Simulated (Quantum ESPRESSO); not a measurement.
# Au in Quantum ESPRESSO: settings compared, part 2 of 3

Quantum ESPRESSO 7.5. Earlier steps stand in the parts before.

### Step 3. Work function, LDA

The input, pw.in:

```
&CONTROL
  calculation = 'scf'
  prefix = 'pwscf'
  outdir = './tmp'
  pseudo_dir = './pseudo'
  tprnfor = .true.
  disk_io = 'low'
  tefield = .true.
  dipfield = .true.
/
&SYSTEM
  ibrav = 0
  celldm(1) = 8
  nat = 5
  ntyp = 1
  ecutwfc = 36
  ecutrho = 216
  nbnd = 37
  occupations = 'smearing'
  smearing = 'mv'
  degauss = 0.01469973
  edir = 3
  emaxpos = 0.9798
  eopreg = 0.0404
  eamp = 0
/
&ELECTRONS
  conv_thr = 5d-09
  electron_maxstep = 150
  mixing_beta = 0.3
  mixing_mode = 'local-TF'
  tqr = .true.
/
ATOMIC_SPECIES
Au   196.9666 Au.LDA_PW-JTH.UPF
CELL_PARAMETERS alat
  0.6850253447004   0.0000000000000   0.0000000000000
 -0.3425126723381   0.5932493507397   0.0000000000000
  0.0000000000000   0.0000000000000   5.8487023557168
ATOMIC_POSITIONS crystal
Au     0.6666666667    0.3333333334    0.3029079160
Au     0.3333333333    0.6666666666    0.4014539580
Au     0.6666666667    0.3333333334    0.5000000000
Au     0.3333333333    0.6666666666    0.5985460420
Au     0.6666666667    0.3333333334    0.6970920840
K_POINTS automatic
11 11 1 0 0 0
```

The input, pp_density.in:

```
&INPUTPP
  prefix = 'pwscf'
  outdir = './tmp'
  filplot = 'density.dat'
  plot_num = 0
/
&PLOT
  nfile = 1
  filepp(1) = 'density.dat'
  iflag = 3
  output_format = 6
  fileout = 'density.cube'
/
```

The input, pp_potential.in:

```
&INPUTPP
  prefix = 'pwscf'
  outdir = './tmp'
  filplot = 'potential.dat'
  plot_num = 11
/
&PLOT
  nfile = 1
  filepp(1) = 'potential.dat'
  iflag = 3
  output_format = 6
  fileout = 'potential.cube'
/
```

Potentials or basis: JTH 2.0 LDA.

On the command line:

```bash
> OMP_NUM_THREADS=1 mpirun -n 2 pw.x -nk 2 -in pw.in > pw.out
> OMP_NUM_THREADS=1 mpirun -n 1 pp.x -in pp_density.in > pp_density.out
> OMP_NUM_THREADS=1 mpirun -n 1 pp.x -in pp_potential.in > pp_potential.out
```

pw.out:

```text
This program is part of the open-source Quantum ESPRESSO suite
     for quantum simulation of materials; please cite
         "P. Giannozzi et al., J. Phys.:Condens. Matter 21 395502 (2009);
         "P. Giannozzi et al., J. Phys.:Condens. Matter 29 465901 (2017);
         "P. Giannozzi et al., J. Chem. Phys. 152 154105 (2020);
     in publications or presentations arising from this work. More details at

     Presently no symmetry can be used with electric field

     file Au.LDA_PW-JTH.UPF: wavefunction(s)  6S 0S 6P 0P 5D 0D renormalized

     K-points division:     npool     =       2
     Subspace diagonalization in iterative solution of the eigenvalue problem:
     a serial algorithm will be used

     G-vector sticks info
     --------------------
     sticks:   dense  smooth     PW     G-vecs:    dense   smooth      PW
     Sum         439     301    109                65097    35639    7173

     Using Slab Decomposition

     bravais-lattice index     =            0
     lattice parameter (alat)  =       8.0000  a.u.
     unit-cell volume          =    1216.9518 (a.u.)^3
     number of atoms/cell      =            5
     number of atomic types    =            1
     number of electrons       =        55.00
     number of Kohn-Sham states=           37
     kinetic-energy cutoff     =      36.0000  Ry
     charge density cutoff     =     216.0000  Ry
     scf convergence threshold =      5.0E-09
     mixing beta               =       0.3000
     number of iterations used =            8  local-TF  mixing
     Exchange-correlation= SLA PW NOGX NOGC
                           (   1   4   0   0   0   0   0)

     celldm(1)=   8.000000  celldm(2)=   0.000000  celldm(3)=   0.000000
     celldm(4)=   0.000000  celldm(5)=   0.000000  celldm(6)=   0.000000

     crystal axes: (cart. coord. in units of alat)
               a(1) = (   0.685025   0.000000   0.000000 )
               a(2) = (  -0.342513   0.593249   0.000000 )
               a(3) = (   0.000000   0.000000   5.848702 )

     reciprocal axes: (cart. coord. in units 2 pi/alat)
               b(1) = (  1.459800  0.842816 -0.000000 )
               b(2) = (  0.000000  1.685632  0.000000 )
               b(3) = (  0.000000 -0.000000  0.170978 )

     PseudoPot. # 1 for Au read from file:
     Au.LDA_PW-JTH.UPF
     Pseudo is Projector augmented-wave + core cor, Zval = 11.0
     Generated using ATOMPAW code
     Shape of augmentation charge: SINC**2
     Using radial grid of 1127 points,  6 beta functions with:
                l(1) =   0
                l(2) =   0
                l(3) =   1
                l(4) =   1
                l(5) =   2
                l(6) =   2
     Q(r) pseudized with 0 coefficients

     atomic species   valence    mass     pseudopotential
     Au               11.00   196.96660     Au( 1.00)

     No symmetry found

   Cartesian axes

     site n.     atom                  positions (alat units)
         1        Au     tau(   1) = (   0.3425127   0.1977498   1.7716182  )
         2        Au     tau(   2) = (   0.0000000   0.3954996   2.3479847  )
         3        Au     tau(   3) = (   0.3425127   0.1977498   2.9243512  )
         4        Au     tau(   4) = (   0.0000000   0.3954996   3.5007176  )
         5        Au     tau(   5) = (   0.3425127   0.1977498   4.0770841  )

     number of k points=    61  Marzari-Vanderbilt smearing, width (Ry)=  0.0147
                       cart. coord. in units 2pi/alat
        k(    1) = (   0.0000000   0.0000000   0.0000000), wk =   0.0165289
        k(    2) = (   0.0000000   0.1532393   0.0000000), wk =   0.0330579
        k(    3) = (   0.0000000   0.3064785   0.0000000), wk =   0.0330579
        k(    4) = (   0.0000000   0.4597178   0.0000000), wk =   0.0330579
        k(    5) = (   0.0000000   0.6129570   0.0000000), wk =   0.0330579
        k(    6) = (   0.0000000   0.7661963   0.0000000), wk =   0.0330579
[... 53 lines left out ...]
        k(   60) = (   0.6635455   0.0766196   0.0000000), wk =   0.0330579
        k(   61) = (   0.6635455   0.2298589   0.0000000), wk =   0.0330579

     Dense  grid:    65097 G-vectors     FFT dimensions: (  25,  25, 225)

     Smooth grid:    35639 G-vectors     FFT dimensions: (  24,  24, 180)
     Real space treatment of Q(r)

     Initializing real-space augmentation for DENSE grid
     Message from routine real_space_q:
     integrated real space q too different from target q
     Largest difference:   0.000138 for atom type # 1

     Initial potential from superposition of free atoms

     starting charge      54.9996, renormalised to      55.0000

     negative rho (up, down):  1.006E-04 0.000E+00

     Adding external electric field

     Computed dipole along edir(3) :
        Dipole                0.0000 Ry au,          0.0000 Debye
        Dipole field          0.0000 Ry au,

        Potential amp.       -0.0000 Ry
        Total length         44.8993 bohr

     Starting wfcs are   90 randomized atomic wfcs
     Checking if some PAW data can be deallocated...

     Self-consistent Calculation

     iteration #  1     ecut=    36.00 Ry     beta= 0.30
     Davidson diagonalization with overlap
     ethr =  1.00E-02,  avg # of iterations =  5.4

     Threshold (ethr) on eigenvalues was too large:
     Diagonalizing with lowered threshold

     Davidson diagonalization with overlap
     ethr =  4.90E-04,  avg # of iterations =  4.8

     negative rho (up, down):  1.425E-03 0.000E+00

     Adding external electric field

     Computed dipole along edir(3) :
        Dipole                0.0003 Ry au,          0.0007 Debye
        Dipole field          0.0000 Ry au,

        Potential amp.       -0.0003 Ry
        Total length         44.8993 bohr

     total energy              =   -3771.18053444 Ry
     estimated scf accuracy    <       0.31112363 Ry

     iteration #  2     ecut=    36.00 Ry     beta= 0.30
     Davidson diagonalization with overlap
     ethr =  5.66E-04,  avg # of iterations =  1.4

     negative rho (up, down):  5.817E-03 0.000E+00

     Adding external electric field

     Computed dipole along edir(3) :
        Dipole                0.0008 Ry au,          0.0019 Debye
        Dipole field          0.0000 Ry au,

        Potential amp.       -0.0007 Ry
        Total length         44.8993 bohr
[... 340 lines left out ...]
        Potential amp.       -0.0000 Ry
        Total length         44.8993 bohr

     total energy              =   -3771.15775175 Ry
     estimated scf accuracy    <          6.1E-09 Ry

     iteration # 22     ecut=    36.00 Ry     beta= 0.30
     Davidson diagonalization with overlap
     ethr =  1.12E-11,  avg # of iterations =  2.0

     negative rho (up, down):  1.506E-04 0.000E+00

     Adding external electric field

     Computed dipole along edir(3) :
        Dipole                0.0003 Ry au,          0.0007 Debye
        Dipole field          0.0000 Ry au,

        Potential amp.       -0.0002 Ry
        Total length         44.8993 bohr

     End of self-consistent calculation

          k = 0.0000 0.0000 0.0000 (  4433 PWs)   bands (ev):

    -4.7716  -3.9847  -3.1201  -2.5220  -2.5040  -0.2251  -0.1011   0.0343
     0.0343   0.1473   0.1473   0.2545   0.2778   0.2778   0.4742   0.4742
     0.5062   0.5062   1.2657   1.2657   1.2975   1.6971   1.6971   2.0506
     2.0506   2.3548   2.3549   2.3984   2.3984   3.4212   4.4000   8.5506
     9.7207   9.7777  11.2168  11.6326  13.7015

          k = 0.0000 0.1532 0.0000 (  4413 PWs)   bands (ev):

    -4.5219  -3.7395  -2.8737  -2.2856  -2.2815  -0.2553  -0.1372  -0.1349
     0.0346   0.1862   0.1971   0.2748   0.2904   0.3391   0.4322   0.4325
     0.6152   0.6577   0.9143   1.2009   1.2085   1.6290   1.6486   1.9738
     2.0287   2.1036   2.3544   2.4202   2.5005   3.9075   5.1054   8.6770
     9.9036   9.9757  11.4212  11.7958  13.8925

          k = 0.0000 0.3065 0.0000 (  4433 PWs)   bands (ev):

    -3.8259  -3.0812  -2.2450  -1.7633  -1.6826  -0.4416  -0.3956  -0.3697
    -0.0980  -0.0029   0.0142   0.2098   0.5047   0.5329   0.5857   0.6217
     0.8651   0.8974   0.9800   1.0679   1.2276   1.2855   1.5822   1.6555
     1.9813   2.1590   2.3449   2.4624   3.0790   4.6921   6.5088   9.0903
    10.4509  10.5683  12.0210  12.2796  14.4204

          k = 0.0000 0.4597 0.0000 (  4445 PWs)   bands (ev):

    -2.9129  -2.3555  -1.7691  -1.4966  -1.3305  -0.7728  -0.6741  -0.4418
    -0.2888  -0.0561   0.1785   0.4652   0.5961   0.6637   0.8277   0.8546
     0.9151   1.2580   1.3443   1.4653   1.5695   1.7001   1.7648   1.8678
     2.0289   2.3375   2.4480   2.4968   3.7319   5.4961   8.1288   9.8272
    11.3259  11.5293  12.8285  12.8995  13.5804
[... 435 lines left out ...]
    -1.7147  -1.5935  -1.2926  -1.1481  -1.1230  -0.8402  -0.5184  -0.4804
    -0.4520   0.0014   0.0594   0.2776   0.4066   0.5468   0.6406   0.8018
     0.8448   1.1695   1.5189   1.7576   1.8818   2.2262   2.4502   2.5948
     2.7164   3.6936   3.9855   4.5365   5.7599   7.3527   9.8527  10.4188
    10.8428  11.5666  11.9877  12.3875  12.5849

          k = 0.6635 0.0766 0.0000 (  4435 PWs)   bands (ev):

    -1.7148  -1.5935  -1.2926  -1.1481  -1.1230  -0.8402  -0.5184  -0.4804
    -0.4520   0.0014   0.0594   0.2776   0.4066   0.5468   0.6406   0.8018
     0.8448   1.1695   1.5189   1.7576   1.8818   2.2262   2.4502   2.5948
     2.7164   3.6936   3.9855   4.5365   5.7599   7.3527   9.8527  10.4188
    10.8428  11.5666  11.9877  12.3875  12.5848

          k = 0.6635 0.2299 0.0000 (  4454 PWs)   bands (ev):

    -2.0690  -1.9565  -1.7259  -1.4821  -1.4403  -1.0555  -0.8908  -0.7958
    -0.3970   0.0991   0.3934   0.4923   0.7423   1.0406   1.0850   1.4012
     1.7391   1.8847   1.9505   2.1318   2.1809   2.3712   2.4709   2.6180
     2.7050   3.6310   3.8520   4.4659   5.7977   7.5012   8.4314   9.0971
    10.0630  10.6670  11.5854  11.8278  12.9680

     the Fermi energy is     4.3948 ev

!    total energy              =   -3771.15775171 Ry
     total all-electron energy =     -3771.157752 Ry
     estimated scf accuracy    <          3.0E-09 Ry
     smearing contrib. (-TS)   =      -0.00077337 Ry
     internal energy E=F+TS    =   -3771.15697834 Ry

     The total energy is F=E-TS. E is the sum of the following terms:
     one-electron contribution =   -2945.54651166 Ry
     hartree contribution      =    1520.69518939 Ry
     xc contribution           =     -55.12603005 Ry
     ewald contribution        =    1169.39489434 Ry
     electric field correction =       0.00000000 Ry
     one-center paw contrib.   =   -3460.57452035 Ry

     convergence has been achieved in  22 iterations

     negative rho (up, down):  1.506E-04 0.000E+00

     Forces acting on atoms (cartesian axes, Ry/au):

     atom    1 type  1   force =    -0.00000339   -0.00000614    0.01764256
     atom    2 type  1   force =    -0.00000538    0.00000987    0.00432314
     atom    3 type  1   force =     0.00000713    0.00001136   -0.00001586
     atom    4 type  1   force =    -0.00000933   -0.00000954   -0.00431683
     atom    5 type  1   force =     0.00001096   -0.00000556   -0.01763300

     Total force =     0.025681     Total SCF correction =     0.000311

=------------------------------------------------------------------------------=
   JOB DONE.
=------------------------------------------------------------------------------=
```

Run time: 4.8 min. Hardware: 2 MPI ranks of Arm Neoverse V2, shared host; peak memory 0.46 GiB.

Results:

```
Free energy                     : -51309.2151 eV
Largest force                   : 0.454 eV/Å
Band gap on the k mesh          : none (metal or under the smearing width)
Dipole across the slab          : 0.00 D
Work function of the upper face : 5.55 eV
Work function of the lower face : 5.56 eV
```

Forces on the atoms (eV/Å):
```
Au   0.000  0.000  0.454
Au   0.000  0.000  0.111
Au   0.000  0.000  0.000
Au   0.000  0.000 -0.111
Au   0.000  0.000 -0.453
```

Levels at points of the mesh, in eV from the Fermi level:
| k point | band 24 | band 25 | band 26 | band 27 | band 28 | band 29 | band 30 | band 31 | band 32 | band 33 |
| --- | --- | --- | --- | --- | --- | --- | --- | --- | --- | --- |
| (0.00, 0.00, 0.00) | -2.34 | -2.34 | -2.04 | -2.04 | -2.00 | -2.00 | -0.97 | 0.01 | 4.16 | 5.33 |

Caveat: real space augmentation costs some meV and hundredths of eV per Å. The run has no spin-orbit coupling, so splittings on Au are missing.

[end of part 2 of 3]
